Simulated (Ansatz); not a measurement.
**C2H6BBrO: one species, many methods**

The task here is to estimate one member of a computed series from the others.

Computed with Ansatz 0.2.0, Gaussian basis. Level: functionals in def2-TZVPP, the program's frozen cores in correlated methods.

The runs, in order: PBE-D4, r2SCAN-D4, PBE0-D4, B3LYP-D4, ωB97X-V, ωB97M-V, B2PLYP; CCSD(T)/def2-TZVPP; MP2/def2-QZVPP; extrapolation to the limit.

## The geometry

All runs share one geometry, relaxed beforehand with PBE0-D4 in a triple-zeta def2 set.

SMILES `OBCCBr`, 11 atoms, charge 0, spin multiplicity 1.

Atoms are counted from 1 here; the program's logs count them from 0.

Bond lengths: O1–B2 1.353 Å, O1–H6 0.960 Å, B2–C3 1.569 Å, B2–H7 1.204 Å, C3–C4 1.510 Å, C3–H8 1.103 Å, C3–H9 1.094 Å, C4–Br5 1.954 Å, C4–H10 1.088 Å, C4–H11 1.088 Å. Angles: B2–O1–H6 113.7°, O1–B2–C3 118.5°, O1–B2–H7 119.8°, C3–B2–H7 121.6°, B2–C3–C4 116.3°, B2–C3–H8 105.6°, B2–C3–H9 110.8°, C4–C3–H8 108.1°, C4–C3–H9 110.7°, H8–C3–H9 104.6°, C3–C4–Br5 111.1°, C3–C4–H10 113.1°, C3–C4–H11 112.4°, Br5–C4–H10 104.8°, Br5–C4–H11 105.1°, H10–C4–H11 109.7°.

The first run:

in.yaml

```yaml
crystal:
  periodic: [false, false, false]
  atoms:
    - {symbol: O, position_ang: [-1.746763, 0.502247, 0.248937]}
    - {symbol: B, position_ang: [-0.569156, 0.654830, 0.896585]}
    - {symbol: C, position_ang: [0.664990, -0.187117, 0.416972]}
    - {symbol: C, position_ang: [0.583634, -0.756115, -0.979680]}
    - {symbol: Br, position_ang: [0.740557, 0.653015, -2.324157]}
    - {symbol: H, position_ang: [-2.459401, 1.030472, 0.614738]}
    - {symbol: H, position_ang: [-0.502640, 1.380929, 1.854146]}
    - {symbol: H, position_ang: [0.742647, -1.028990, 1.126054]}
    - {symbol: H, position_ang: [1.594158, 0.374385, 0.552172]}
    - {symbol: H, position_ang: [1.391416, -1.448441, -1.206854]}
    - {symbol: H, position_ang: [-0.374043, -1.232214, -1.178312]}
basis:
  gaussian: {orbitals: def2-TZVPP}
hamiltonian: {xc: pbe, dispersion: d4}
output: {forces: true, orbitals: {seedname: orbitals}}
```

On the command line:

```sh
$ ansatz run in.yaml --threads 4 --pin off --events-out ev --progress --plain --max-ram 10444MiB
```

Steps of the session up to this table: PBE-D4 (GGA); r2SCAN-D4 (meta-GGA); PBE0-D4 (hybrid); B3LYP-D4 (hybrid); ωB97X-V (range-separated); ωB97M-V (range-separated); B2PLYP (double hybrid); CCSD(T) in def2-TZVPP; MP2 in def2-QZVPP.

One table of the session follows, with a row left open; its other results are not shown here.

| method | atomisation energy (kJ/mol) |
| --- | --- |
| PBE-D4 | 4289.4 |
| r2SCAN-D4 | ? |
| PBE0-D4 | 4222.3 |
| B3LYP-D4 | 4197.4 |
| ωB97X-V | 4200.7 |
| ωB97M-V | 4210.9 |
| B2PLYP | 4160.6 |
| HF/def2-TZVPP | 3131.3 |
| MP2/def2-TZVPP | 4183.9 |
| CCSD/def2-TZVPP | 4042.1 |
| CCSD(T)/def2-TZVPP | 4101.4 |
| MP2/CBS | 4283.8 |
| CCSD(T)/CBS | 4201.3 |

**Question.** Estimate the row for r2SCAN-D4.

**Answer.** atomisation energy (kJ/mol): 4222.4. In the column «atomisation energy (kJ/mol)» it lies between PBE0-D4 (4222.3) and MP2/CBS (4283.8).
